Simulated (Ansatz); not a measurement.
# H₅N₂O₂V: small, medium and large basis sets

The task here is to estimate one member of a computed series from the others.

The runs use Ansatz 0.2.0, Gaussian basis; one geometry, several basis sets.

Plan: PBE0-D4/def2-SVP; ωB97M-V/def2-SVP; PBE0-D4/def2-QZVPP; ωB97M-V/def2-QZVPP; the functionals' def2-TZVPP values are taken from earlier runs.

## Structure used throughout

An earlier PBE0-D4 in a triple-zeta def2 set relaxation fixed the geometry.

10 atoms, charge 0, spin multiplicity 1.

Atoms are counted from 1 here; the program's logs count them from 0.

Bond lengths: N1–V2 1.832 Å, N1–H6 1.010 Å, N1–H7 1.008 Å, V2–N3 1.833 Å, V2–O4 1.554 Å, V2–O5 1.781 Å, N3–H8 1.008 Å, N3–H9 1.010 Å, O5–H10 0.960 Å. Angles: V2–N1–H6 123.8°, V2–N1–H7 124.2°, H6–N1–H7 111.8°, N1–V2–N3 112.2°, N1–V2–O4 106.6°, N1–V2–O5 108.7°, N3–V2–O4 106.6°, N3–V2–O5 108.7°, O4–V2–O5 114.1°, V2–N3–H8 124.2°, V2–N3–H9 123.8°, H8–N3–H9 111.8°, V2–O5–H10 122.2°.

The first run:

in.yaml reads:

```yaml
crystal:
  periodic: [false, false, false]
  atoms:
    - {symbol: N, position_ang: [-1.374575, 0.905758, -0.106669]}
    - {symbol: V, position_ang: [0.066048, -0.201296, -0.345579]}
    - {symbol: N, position_ang: [0.699646, -0.865085, 1.240651]}
    - {symbol: O, position_ang: [-0.440674, -1.419816, -1.166730]}
    - {symbol: O, position_ang: [1.367463, 0.719354, -1.139762]}
    - {symbol: H, position_ang: [-1.333409, 1.779992, 0.396795]}
    - {symbol: H, position_ang: [-2.317613, 0.673860, -0.375905]}
    - {symbol: H, position_ang: [0.613350, -1.827710, 1.526155]}
    - {symbol: H, position_ang: [1.088693, -0.290673, 1.974237]}
    - {symbol: H, position_ang: [1.714370, 0.474717, -2.000294]}
basis:
  gaussian: {orbitals: def2-SVP}
hamiltonian: {xc: pbe0, dispersion: d4}
output: {orbitals: {seedname: orbitals}}
```

Among the steps run: PBE0-D4 in def2-SVP; ωB97M-V in def2-SVP; PBE0-D4 in def2-QZVPP; ωB97M-V in def2-QZVPP.

One table of the session follows, with a row left open; its other results are not shown here.

It belongs to the step «Functionals by basis». 

| functional | basis | HOMO (eV) |
| --- | --- | --- |
| PBE0-D4 | def2-SVP | -6.82 |
| PBE0-D4 | def2-TZVPP | -7.12 |
| PBE0-D4 | def2-QZVPP | ? |
| ωB97M-V | def2-SVP | -9.07 |
| ωB97M-V | def2-TZVPP | -9.38 |
| ωB97M-V | def2-QZVPP | -9.43 |

Q: Estimate the row for PBE0-D4, def2-QZVPP from the others.

The run gave: HOMO (eV): -7.16. In the column «HOMO (eV)» it lies between ωB97M-V, def2-SVP (-9.07) and PBE0-D4, def2-TZVPP (-7.12).
